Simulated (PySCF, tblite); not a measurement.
# C₂H₉AlN₂Si: geometry, infrared bands and NMR shifts

Aim: predict the infrared bands and NMR shifts of C₂H₉AlN₂Si (`C1[NH][AlH][NH]C[SiH2]1`).

Programs: tblite 0.8.0 and PySCF 2.14.0, with density-fitted response routines of our own. Each step states its level of theory. These are calculated values for one molecule in the gas phase, unless marked as measured. Atoms are numbered from 0 throughout.

### 1 The starting structure

15 atoms, charge 0, multiplicity 1; geometry from: force field or distance geometry start.

Bonds of the start (Å): C0–N1 1.48, N1–Al2 1.93, Al2–N3 1.91, N3–C4 1.49, C4–Si5 1.90, Si5–C0 1.88, C0–H6 1.11, C0–H7 1.12, N1–H8 1.03, Al2–H9 1.60, N3–H10 1.04, C4–H11 1.11, C4–H12 1.12, Si5–H13 1.47, Si5–H14 1.46.

### 2 Relaxing the molecule with GFN2-xTB

The job: settings as JSON, then the geometry in Å.

```
{"job": {"kind": "relax", "xc": "GFN2-xTB", "basis": "xTB"}, "charge": 0, "multiplicity": 1}
C     -1.439200    -0.474400     0.300100
N     -1.574900     0.447100    -0.852700
Al    -0.110200     1.704200    -0.880500
N      1.598300     0.895000    -0.605700
C      1.554800    -0.078400     0.520200
Si     0.200000    -1.401500     0.319900
H     -2.260700    -1.221800     0.245500
H     -1.550800     0.093000     1.260100
H     -2.450400     0.983700    -0.728700
H     -0.356900     3.277600    -0.719000
H      1.830100     0.359800    -1.472000
H      2.533300    -0.594600     0.586600
H      1.386900     0.466300     1.478800
H      0.249500    -2.324900     1.462900
H      0.386000    -2.123100    -0.937500
```

The run is started by

```
> OMP_NUM_THREADS=1 python probes_run.py task.json out
```

The driver reads the jobs from task.json and runs them one after another.

**Question.** This job is followed by: GFN2-xTB harmonic vibrations, gas phase; GIAO PBE0/pcSseg-1 NMR shielding, non-relativistic, gas phase. What will the session give for the following? strongest single infrared mode (GFN2-xTB); zero-point energy (GFN2-xTB); 13C shifts against TMS (PBE0/pcSseg-1, means over atoms taken as alike); 1H shifts against TMS (PBE0/pcSseg-1, means over atoms taken as alike); 15N shifts against NH3 (PBE0/pcSseg-1, means over atoms taken as alike); 27Al shifts against AlH4- (PBE0/pcSseg-1); 29Si shifts against TMS (PBE0/pcSseg-1).

The runs gave:

| quantity | value |
| --- | --- |
| strongest single infrared mode (GFN2-xTB) | 1901 cm⁻¹, 416 km/mol |
| zero-point energy (GFN2-xTB) | 67.2 kcal/mol |
| 13C shifts against TMS (PBE0/pcSseg-1, means over atoms taken as alike) | 33.4 ppm |
| 1H shifts against TMS (PBE0/pcSseg-1, means over atoms taken as alike) | 4.20, 3.93, 3.22, 1.34 ppm |
| 15N shifts against NH3 (PBE0/pcSseg-1, means over atoms taken as alike) | 42.3 ppm |
| 27Al shifts against AlH4- (PBE0/pcSseg-1) | 90.7 ppm |
| 29Si shifts against TMS (PBE0/pcSseg-1) | -50.3 ppm |

**Reading.** Relaxing lowered the energy by 0.840 eV in 125 steps; the close pair that moved most is N1–Al2, from 1.930 to 1.785 Å. All 39 modes are real, so the xTB geometry is a minimum. The strongest single mode, at 1901 cm⁻¹, moves mainly H9. Unscaled tight-binding wavenumbers are off by several per cent, some by more. Its intensities can rank the bands wrongly. At PBE0/pcSseg-1: The largest span, 65 ppm, is at Si5, where the paramagnetic term is -480 ppm.
